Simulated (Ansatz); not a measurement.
The same path of a periodic cell of 23 atoms, Si8NO14 (host SiO2, host structure P4_2/mnm, dopant N, one O atom removed), cell charge -1 was run twice with different band settings.

Theory: Ansatz 0.2.0, DFT PBE, scalar-relativistic, plane waves, PAW. Settings: PAW set soft_1, cutoff 420 eV, k mesh 2x2x2, gaussian smearing 0.05 eV, no spin polarisation.

Relaxed end points:

```xyz
23
Lattice="-4.1667 -4.1667 0.0000 4.1667 -4.1667 0.0000 0.0000 0.0000 5.3290" Properties=species:S:1:pos:R:3
Si 0.005 -4.160 0.006
Si 2.066 -2.055 1.339
O 1.310 -2.944 -0.007
N 0.841 -0.829 1.339
O -1.211 -5.465 -0.007
Si 0.005 -4.160 2.672
Si 2.107 -2.095 4.003
O 1.310 -2.944 2.684
O 0.831 -0.819 4.003
O -1.211 -5.465 2.684
O 3.376 -3.364 4.003
Si 0.015 -0.003 0.082
Si -2.086 -2.069 1.339
O -2.902 -2.849 0.005
O 0.808 -4.963 1.339
O -1.306 -1.253 0.005
O -0.808 -3.347 1.339
Si 0.014 -0.003 2.595
Si -2.102 -2.053 4.003
O -2.902 -2.849 2.673
O 0.805 -4.961 4.003
O -1.306 -1.253 2.673
O -0.816 -3.340 4.003
```

```xyz
23
Lattice="-4.1667 -4.1667 0.0000 4.1667 -4.1667 0.0000 0.0000 0.0000 5.3290" Properties=species:S:1:pos:R:3
Si 0.004 -4.171 -0.001
Si 2.109 -2.109 1.332
O 1.219 -2.864 -0.013
N -0.832 0.832 1.332
O -1.303 -5.386 -0.013
Si 0.004 -4.171 2.665
Si 2.069 -2.069 3.997
O 1.219 -2.864 2.678
O 0.799 -0.799 3.997
O -1.303 -5.386 2.678
O 3.344 -3.344 3.997
Si -0.006 0.006 0.075
Si -2.071 -2.095 1.332
O -2.851 -2.911 -0.001
O 0.817 -4.984 1.332
O -1.255 -1.315 -0.001
O -0.799 -3.367 1.332
Si -0.006 0.006 2.589
Si -2.055 -2.112 3.997
O -2.851 -2.911 2.666
O 0.825 -4.991 3.997
O -1.255 -1.315 2.666
O -0.796 -3.370 3.997
```

Common settings: movable images 3; climbing image yes; spring 5.0 eV/Å²; end points relaxed.

| run | optimiser | start path | force threshold | iteration limit |
| --- | --- | --- | --- | --- |
| 1 | fire | IDPP | 0.05 eV/Å | 80 |
| 2 | quadratic models (default) | default | 0.4 eV/Å | 50 |

Question: What does each run give, and how far can it be trusted?

Answer: Run 1: converged after 48 iterations, highest image 6.670 eV above the first end. Neighbouring images differ by up to 3.7 eV, so the band resolves the path poorly. By the program's own check the climbing image is of a kind that is not told: the force calls were inconclusive, a negative curvature could not be distinguished from the path's own, the only one lies far off the path, or fixed occupations may fill a level only in part (lowest curvatures found: -17.01 and 0.75 eV/Å²).
Run 2: converged after 4 iterations, highest image 6.681 eV above the first end. The threshold of 0.4 eV/Å is loose, so the images may lie well off the minimum-energy path. Neighbouring images differ by up to 3.7 eV, so the band resolves the path poorly. The order of the stationary point at the top wasn't checked.
Limits of this set-up: coarse k mesh, no spin, though dangling bonds at a vacancy may carry it, a small cell, in which the defect meets its images, charged cell in a uniform background, uncorrected.
